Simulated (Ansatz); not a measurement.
# ClGaHO radical: how energies converge with the basis set

An exercise on one series of results from a longer session: the logs are not shown, and one member is left open.

Method: one geometry, several basis sets; program: Ansatz 0.2.0, Gaussian basis.

The runs, in order: PBE0-D4/def2-SVP; ωB97M-V/def2-SVP; PBE0-D4/def2-QZVPP; ωB97M-V/def2-QZVPP; the functionals' def2-TZVPP values are taken from earlier runs.

## The geometry

All runs share one geometry, relaxed beforehand with PBE0-D4 in a triple-zeta def2 set.

4 atoms, charge 0, spin multiplicity 2.

Atoms are counted from 1 here; the program's logs count them from 0.

Bond lengths: O1–Ga2 1.796 Å, Ga2–Cl3 2.128 Å, Ga2–H4 1.543 Å. Angles: O1–Ga2–Cl3 112.7°, O1–Ga2–H4 122.7°, Cl3–Ga2–H4 124.6°.

Set-up of the first run:

in.yaml

```yaml
crystal:
  periodic: [false, false, false]
  atoms:
    - {symbol: O, position_ang: [-1.739834, -0.117749, -0.212241]}
    - {symbol: Ga, position_ang: [0.030907, 0.144264, -0.061166]}
    - {symbol: Cl, position_ang: [1.050733, -1.557300, 0.708767]}
    - {symbol: H, position_ang: [0.713694, 1.470485, -0.455661]}
basis:
  gaussian: {orbitals: def2-SVP}
magnetization: {spin_polarized: true, initial_magnetization: 1}
hamiltonian: {xc: pbe0, dispersion: d4}
output: {orbitals: {seedname: orbitals}}
```

Steps of the session up to this table: PBE0-D4 in def2-SVP; ωB97M-V in def2-SVP; PBE0-D4 in def2-QZVPP; ωB97M-V in def2-QZVPP.

One table of the session follows, with a row left open; its other results are not shown here.

It belongs to the step «Density functionals: the series». 

```
functional       basis  HOMO (eV)  LUMO (eV)
   PBE0-D4    def2-SVP      -8.87      -4.18
   PBE0-D4  def2-TZVPP      -9.06      -4.31
   PBE0-D4  def2-QZVPP      -9.11      -4.35
   ωB97M-V    def2-SVP          ?          ?
   ωB97M-V  def2-TZVPP     -11.37      -2.08
   ωB97M-V  def2-QZVPP     -11.41      -2.15
```

Q: Estimate the row for ωB97M-V, def2-SVP from the others.

As computed: HOMO (eV): -11.18; LUMO (eV): -1.86. In the column «HOMO (eV)» it lies between ωB97M-V, def2-TZVPP (-11.37) and PBE0-D4, def2-QZVPP (-9.11).
